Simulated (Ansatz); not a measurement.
**MP2/6-31G(d) (spherical functions) run of SiPH5O2 (SMILES O[SiH2]OP)**

Aim: the electronic atomisation energy of SiPH5O2 at MP2/6-31G* (spherical functions), from 5 runs. 

The results are computed with Ansatz 0.2.0.

84 further runs of the same task are left out: 84 set aside as unsound or not needed.

### Step 1. The system as given

The species is SiPH5O2 (9 atoms), meant as a singlet with charge 0. As SMILES, `O[SiH2]OP`. The coordinates come from a PBE0-D4/def2-TZVP relaxation. This is one conformer, not always the lowest.

Bond lengths: O1–Si2 1.637 Å, Si2–O3 1.648 Å, O3–P4 1.646 Å, O1–H5 0.958 Å, Si2–H6 1.486 Å, Si2–H7 1.473 Å, P4–H8 1.424 Å, P4–H9 1.424 Å. Some angles: O1–Si2–O3 112.6°, Si2–O3–P4 125.8°, O1–Si2–H6 109.8°, O1–Si2–H7 106.9°, O3–Si2–H6 108.4°, O3–Si2–H7 105.8°, Si2–O1–H5 118.2°, O3–P4–H8 98.7°, O3–P4–H9 98.7°, H6–Si2–H7 113.3°.

### Step 2. A single-point energy at MP2/6-31G(d) (spherical functions)

molecule.yaml reads:

```yaml
crystal:
  periodic: [false, false, false]
  atoms:
    - symbol: O
      position_ang: [-0.307900, 1.144300, -1.642900]
    - symbol: Si
      position_ang: [0.817700, 0.562000, -0.606400]
    - symbol: O
      position_ang: [0.302400, -0.778100, 0.201800]
    - symbol: P
      position_ang: [-0.942200, -0.834900, 1.277600]
    - symbol: H
      position_ang: [-0.998700, 1.706900, -1.290600]
    - symbol: H
      position_ang: [1.170600, 1.605300, 0.391300]
    - symbol: H
      position_ang: [1.964500, 0.123500, -1.421100]
    - symbol: H
      position_ang: [-0.305900, -1.590900, 2.302600]
    - symbol: H
      position_ang: [-1.612000, -1.984300, 0.770600]
basis:
  gaussian:
    orbitals: 6-31G_st_-spherical.json
correlation:
  method: mp2
  frozen_orbitals: {H: 0, O: 1, P: 5, Si: 5}
accuracy: high
```

The basis set 6-31G* is read from a file made from the Basis Set Exchange's data (not shown).

Launch:

```sh
ansatz run molecule.yaml --threads 1 --pin off --max-ram 3480MiB --events-out events.jsonl --progress --plain --runs-dir runs
```

The program printed:

```text
Warning: RAYON_NUM_THREADS=1 ignored (pool sized by the plan → 1); use --threads N
Functional definition: HF
  name "HF"
  exchange = exact_x
  correlation = 0
1669 factors; integrals over basis functions are off by at most 4.4e-9 eV
mean field evaluation 1: about -21285.0318 eV, gradient 4.1e1 eV
mean field evaluation 2: about -21285.1512 eV, gradient 4.2e1 eV
mean field evaluation 4: about -21288.6907 eV, gradient 3.0e0 eV
mean field evaluation 8: about -21288.7311 eV, gradient 2.8e-1 eV
mean field evaluation 16: about -21288.7313 eV, gradient 1.1e-8 eV
mean field -21288.73132649 eV, -782.3464462280 hartree, gradient 1.1e-8 eV, S^2 0.000000; 0 other end points of the search recorded, 0 dependent functions left out
12 core orbitals not correlated: weight in the atoms' cores, before any rotation towards them, 1.000 or more for the frozen orbitals, at most 0.000 for the correlated occupied ones
reference -21288.73132649 eV, -782.3464462280 hartree; 13, 13 occupied and 49, 49 virtual orbitals, 1669 factors
second order -14.48670646 eV of doubles, -0.00000000 eV of singles
Total energy: -21303.21803295 eV, -782.8788228711 hartree
```

Wall time 1.1 s (1 thread of AMD EPYC 9R45 (Zen 5), shared host); peak memory 0.2 GiB.

### Step 3. The H atom: a single-point energy at UHF/6-31G(d) (spherical functions)

in.yaml reads:

```yaml
crystal:
  periodic: [false, false, false]
  atoms:
    - {symbol: H, position_ang: [0.000000, 0.000000, 0.000000]}
basis:
  gaussian:
    orbitals: "6-31G*"
magnetization:
  spin_polarized: true
  initial_magnetization: 1
hamiltonian:
  xc: hf
accuracy: high
```

Run the same way, it converges to -0.49823 Eh (log not shown).

### Step 4. The O atom, same level

in.yaml reads:

```yaml
crystal:
  periodic: [false, false, false]
  atoms:
    - symbol: O
      position_ang: [0.000000, 0.000000, 0.000000]
basis:
  gaussian:
    orbitals: 6-31G_st_-spherical.json
magnetization:
  spin_polarized: true
  initial_magnetization: 2
correlation:
  method: mp2
  frozen_orbitals: {O: 1}
accuracy: high
```

The basis set 6-31G* is read from a file made from the Basis Set Exchange's data (not shown).

Run the same way, it converges to -74.87816 Eh (log not shown).

### Step 5. The P atom, same level

molecule.yaml reads:

```yaml
crystal:
  periodic: [false, false, false]
  atoms:
    - {symbol: P, position_ang: [0.000000, 0.000000, 0.000000]}
basis:
  gaussian: {orbitals: 6-31G_st_-spherical.json}
magnetization: {spin_polarized: true, initial_magnetization: 3}
correlation: {method: mp2, frozen_orbitals: {P: 5}}
accuracy: high
```

The basis set 6-31G* is read from a file made from the Basis Set Exchange's data (not shown).

Run the same way, it converges to -340.74501 Eh (log not shown).

### Step 6. The Si atom, same level

in.yaml reads:

```yaml
crystal:
  periodic: [false, false, false]
  atoms:
    - {symbol: Si, position_ang: [0.000000, 0.000000, 0.000000]}
basis:
  gaussian:
    orbitals: 6-31G_st_-spherical.json
magnetization:
  spin_polarized: true
  initial_magnetization: 2
correlation:
  method: mp2
  frozen_orbitals: {Si: 5}
accuracy: high
```

The basis set 6-31G* is read from a file made from the Basis Set Exchange's data (not shown).

Run the same way, it converges to -288.87085 Eh (log not shown).

### Step 7. What came out

Level: MP2/6-31G* (spherical functions), 12 core orbitals frozen.

```
                                              quantity          value
                                molecule: total energy  -782.87882 Eh
molecule: correlation energy (12 core orbitals frozen)     -532.4 mEh
                                  H atom: total energy    -0.49823 Eh
                                          H atom: ⟨S²⟩          0.750
                                  O atom: total energy   -74.87816 Eh
    O atom: correlation energy (1 core orbital frozen)      -95.0 mEh
             O atom: ⟨S²⟩ of the reference determinant          2.006
                                  P atom: total energy  -340.74501 Eh
   P atom: correlation energy (5 core orbitals frozen)      -56.0 mEh
             P atom: ⟨S²⟩ of the reference determinant          3.750
                                 Si atom: total energy  -288.87085 Eh
  Si atom: correlation energy (5 core orbitals frozen)      -39.8 mEh
            Si atom: ⟨S²⟩ of the reference determinant          2.006
                         electronic atomisation energy      27.633 eV
```

In words: Taking the molecule apart into free atoms costs 27.63 eV (637 kcal/mol), before zero-point energy and without spin-orbit coupling.
